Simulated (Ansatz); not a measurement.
# Al2O3: the cost of one run

Computed with Ansatz 0.2.0 (DFT LDA, scalar-relativistic, plane waves, PAW, unless a step's input says otherwise).

## (1) Starting point

Symmetry: Pnnm, No. 58, orthorhombic system. The conventional cell has a = 4.614 Å, b = 9.563 Å, c = 3.120 Å, α = 90.00°, β = 90.00°, γ = 90.00°. Around Al (site symmetry m) lie 4 O at 1.68 to 1.82 Å. O (site symmetry m) is surrounded by 3 Al at 1.82 Å. O (site symmetry 2/m) is surrounded by 2 Al at 1.68 Å.

As a file:

```xyz
10
Lattice="4.6138 0.0000 0.0000 0.0000 9.5633 0.0000 0.0000 0.0000 3.1199" Properties=species:S:1:pos:R:3 pbc="T T T"
Al    2.3854    3.1040    1.5599
Al    2.2283    6.4593    1.5599
Al    0.0785    1.6777    0.0000
Al    4.5352    7.8856    0.0000
O     4.0434    2.3617    1.5599
O     0.0000    0.0000    0.0000
O     2.8773    7.1433    0.0000
O     1.7365    2.4200    0.0000
O     0.5704    7.2016    1.5599
O     2.3069    4.7816    1.5599
```

The structure comes from the Materials Project (structure only).

## (2) Ground state at the listed geometry

Contents of input.yaml:

```yaml
crystal:
  lattice:
    - [4.613777, 0.0, 0.0]
    - [0.0, 9.563279, 0.0]
    - [0.0, 0.0, 3.119862]
  atoms:
    - { symbol: Al, position: [0.517025, 0.324573, 0.5] }
    - { symbol: Al, position: [0.482975, 0.675427, 0.5] }
    - { symbol: Al, position: [0.017025, 0.175427, 0.0] }
    - { symbol: Al, position: [0.982975, 0.824573, 0.0] }
    - { symbol: O, position: [0.876365, 0.24695, 0.5] }
    - { symbol: O, position: [0.0, 0.0, 0.0] }
    - { symbol: O, position: [0.623635, 0.74695, 0.0] }
    - { symbol: O, position: [0.376365, 0.25305, 0.0] }
    - { symbol: O, position: [0.123635, 0.75305, 0.5] }
    - { symbol: O, position: [0.5, 0.5, 0.5] }
basis:
  ecutwfc: 500
  fft_grid_basis: typed
kpoints:
  mp_grid: { grid: [6, 4, 8] }
hamiltonian:
  xc: lda
scf:
  occupations: { method: gaussian, width: 0.05 }
output:
  forces: true
  stress: true
  eigenvalues: true
  bader: true
  write_density: true
  volumetric_format: npy
  elf: true
```

Command:

```console
$ ansatz run input.yaml --threads 2 --pin off --max-ram 4096MiB --backend cpu --events-out ev --progress --plain --runs-dir out
```

Q: Estimate wall time and peak memory on 2 threads of Intel Xeon 6975P-C (Granite Rapids), shared host.

About 45 s, with a peak of 0.61 GiB.
